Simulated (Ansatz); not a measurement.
**BH₇OSi₂: basis-set convergence**

The task here is to estimate one member of a computed series from the others.

The runs use Ansatz 0.2.0, Gaussian basis; one geometry, several basis sets.

Levels to be run: PBE0-D4/def2-SVP; ωB97M-V/def2-SVP; PBE0-D4/def2-QZVPP; ωB97M-V/def2-QZVPP; the functionals' def2-TZVPP values are taken from earlier runs.

**The geometry**

An earlier PBE0-D4 in a triple-zeta def2 set relaxation fixed the geometry.

SMILES `[SiH3]BO[SiH3]`, 11 atoms, charge 0, spin multiplicity 1.

Atoms are counted from 1 here; the program's logs count them from 0.

Bond lengths: Si1–B2 2.031 Å, Si1–H5 1.489 Å, Si1–H6 1.492 Å, Si1–H7 1.492 Å, B2–O3 1.348 Å, B2–H8 1.209 Å, O3–Si4 1.662 Å, Si4–H9 1.481 Å, Si4–H10 1.485 Å, Si4–H11 1.481 Å. Angles: B2–Si1–H5 113.6°, B2–Si1–H6 109.7°, B2–Si1–H7 109.6°, H5–Si1–H6 108.4°, H5–Si1–H7 108.4°, H6–Si1–H7 106.9°, Si1–B2–O3 120.6°, Si1–B2–H8 120.7°, O3–B2–H8 118.6°, B2–O3–Si4 132.1°, O3–Si4–H9 107.8°, O3–Si4–H10 109.9°, O3–Si4–H11 107.8°, H9–Si4–H10 110.6°, H9–Si4–H11 110.1°, H10–Si4–H11 110.6°.

Set-up of the first run:

The input, in.yaml:

```yaml
crystal:
  periodic: [false, false, false]
  atoms:
    - {symbol: Si, position_ang: [-0.613724, 2.170734, 0.440521]}
    - {symbol: B, position_ang: [-0.458224, 0.147397, 0.363462]}
    - {symbol: O, position_ang: [0.502937, -0.439541, -0.377828]}
    - {symbol: Si, position_ang: [0.887303, -2.034031, -0.645025]}
    - {symbol: H, position_ang: [0.411507, 2.879424, -0.373727]}
    - {symbol: H, position_ang: [-0.492352, 2.629917, 1.854742]}
    - {symbol: H, position_ang: [-1.964677, 2.587535, -0.036085]}
    - {symbol: H, position_ang: [-1.225140, -0.555569, 0.979915]}
    - {symbol: H, position_ang: [0.787071, -2.284807, -2.101593]}
    - {symbol: H, position_ang: [-0.048986, -2.911363, 0.102058]}
    - {symbol: H, position_ang: [2.279586, -2.246596, -0.185740]}
basis:
  gaussian: {orbitals: def2-SVP}
hamiltonian: {xc: pbe0, dispersion: d4}
output: {orbitals: {seedname: orbitals}}
```

Run with:

```bash
ansatz run in.yaml --threads 2 --pin off --events-out ev --progress --plain --max-ram 4352MiB
```

Among the steps run: PBE0-D4 in def2-SVP; ωB97M-V in def2-SVP; PBE0-D4 in def2-QZVPP; ωB97M-V in def2-QZVPP.

One table of the session follows, with a row left open; its other results are not shown here.

It belongs to the step «Density functionals: the series». 

| functional | basis | HOMO (eV) |
| --- | --- | --- |
| PBE0-D4 | def2-SVP | ? |
| PBE0-D4 | def2-TZVPP | -7.65 |
| PBE0-D4 | def2-QZVPP | -7.66 |
| ωB97M-V | def2-SVP | -9.76 |
| ωB97M-V | def2-TZVPP | -9.84 |
| ωB97M-V | def2-QZVPP | -9.85 |

Q: Estimate the row for PBE0-D4, def2-SVP from the others.

The run gave: HOMO (eV): -7.62. In the column «HOMO (eV)» it is the highest.
